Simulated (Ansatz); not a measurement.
A first try at a single point from an input written key by key of H2MoO4, SMILES [O]=[Mo](=[O])([OH])[OH], using Ansatz's Python interface.

The script, `h2moo4.py`:
```python
# -*- coding: utf-8 -*-
"""H2MoO4 through the session interface."""

import ansatz as az

DECK = """
crystal:
  periodic: [false, false, false]
  atoms:
    - { symbol: O, position_ang: [-0.1666, -2.0206, -0.2125] }
    - { symbol: Mo, position_ang: [0.0794, -0.2675, 0.3078] }
    - { symbol: O, position_ang: [1.1702, -0.2604, 1.7255] }
    - { symbol: O, position_ang: [-1.6089, 0.612, 0.8244] }
    - { symbol: O, position_ang: [0.9307, 0.7759, -1.2341] }
    - { symbol: H, position_ang: [-2.132, 0.8009, -0.0366] }
    - { symbol: H, position_ang: [1.7884, 0.2917, -1.4202] }
basis:
  gaussian: { orbitals: def2-SVP }
hamiltonian:
  xc: hf
"""


def main():
    session = az.Session.from_yaml(DECK)
    rep = session.plan(threads=1).execute().report

    print(f"E = {rep['free_energy_ev']:.6f} eV = {rep['free_energy_ev'] / 27.211386246:.7f} Ha")
    print("converged:", rep.converged, " doubts:", rep["published_state_doubts"] or "none")
    symbols = ["O", "Mo", "O", "O", "O", "H", "H"]


if __name__ == "__main__":
    main()
```

```console
$ python h2moo4.py
E = -10009.359895 eV = -367.8371915 Ha
Traceback (most recent call last):
  File "h2moo4.py", line 34, in <module>
    main()
    ~~~~^^
  File "h2moo4.py", line 29, in main
    print("converged:", rep.converged, " doubts:", rep["published_state_doubts"] or "none")
                        ^^^^^^^^^^^^^
AttributeError: 'dict' object has no attribute 'converged'
$ echo $?
1
```

Find the fault and give the corrected script.

The fault: the report is a dict and is read by key. Mended:

```diff
--- before
+++ after
@@ -28,3 +28,3 @@
     print(f"E = {rep['free_energy_ev']:.6f} eV = {rep['free_energy_ev'] / 27.211386246:.7f} Ha")
-    print("converged:", rep.converged, " doubts:", rep["published_state_doubts"] or "none")
+    print("converged:", rep["converged"], " doubts:", rep["published_state_doubts"] or "none")
     symbols = ["O", "Mo", "O", "O", "O", "H", "H"]
```

After the fix:

```console
$ python h2moo4.py
E = -10009.359895 eV = -367.8371915 Ha
converged: True  doubts: none
```

Total energies depend on the basis set; only differences at equal settings carry meaning. The geometry is a force-field or estimated start, not a minimum of this method, and the basis set is short of its limit. def2 sets replace the cores of elements past krypton by effective core potentials. It ran for 4.6 s on 1 thread of Intel(R) Xeon(R) Platinum 8488C (Sapphire Rapids), with other jobs on the host, peak memory 0.23 GiB.
